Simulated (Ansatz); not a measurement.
# CH2OSeSi: the cost of one run

Program: Ansatz 0.2.0. Level of theory: RKS revPBE/def2-SVP. These are calculated values, not measurements.

### 1 The starting structure

Bond lengths: O1–Se2 1.878 Å, Se2–C3 1.919 Å, C3–Si4 1.726 Å, O1–H5 0.959 Å, Si4–H6 1.458 Å. Angles: O1–Se2–C3 103.6°, Se2–O1–H5 107.7°, Se2–C3–Si4 107.5°, C3–Si4–H6 176.9°.

Coordinates:

```xyz
6

O     0.7501   -0.6406   -0.9874
Se    1.1174   -0.9004    0.8359
C    -0.1430    0.2484    1.7168
Si   -1.1551    0.9369    0.4999
H     1.3785   -1.1644   -1.4888
H    -1.9479    1.5199   -0.5764
```

### 2 Relaxing end A

input.yaml

```yaml
crystal:
  periodic: [false, false, false]
  atoms:
    - { symbol: O, position_ang: [0.75014, -0.64057, -0.98739] }
    - { symbol: Se, position_ang: [1.11736, -0.90036, 0.83587] }
    - { symbol: C, position_ang: [-0.14297, 0.24842, 1.71681] }
    - { symbol: Si, position_ang: [-1.15509, 0.93693, 0.4999] }
    - { symbol: H, position_ang: [1.3785, -1.16438, -1.48875] }
    - { symbol: H, position_ang: [-1.94794, 1.51995, -0.57644] }
basis:
  gaussian: { orbitals: def2-SVP }
hamiltonian:
  xc: revpbe
relax:
  f_tol: 0.015
  max_steps: 40
```

Launch:

```console
> ansatz run input.yaml --threads 1 --pin off --max-ram 2048MiB --backend cpu --events-out ev --progress --plain --runs-dir out
```

**Question.** How long does this run take on 1 thread of an Arm CPU, shared host, and how much memory does it need?

About 49 s, with a peak of 0.14 GiB.
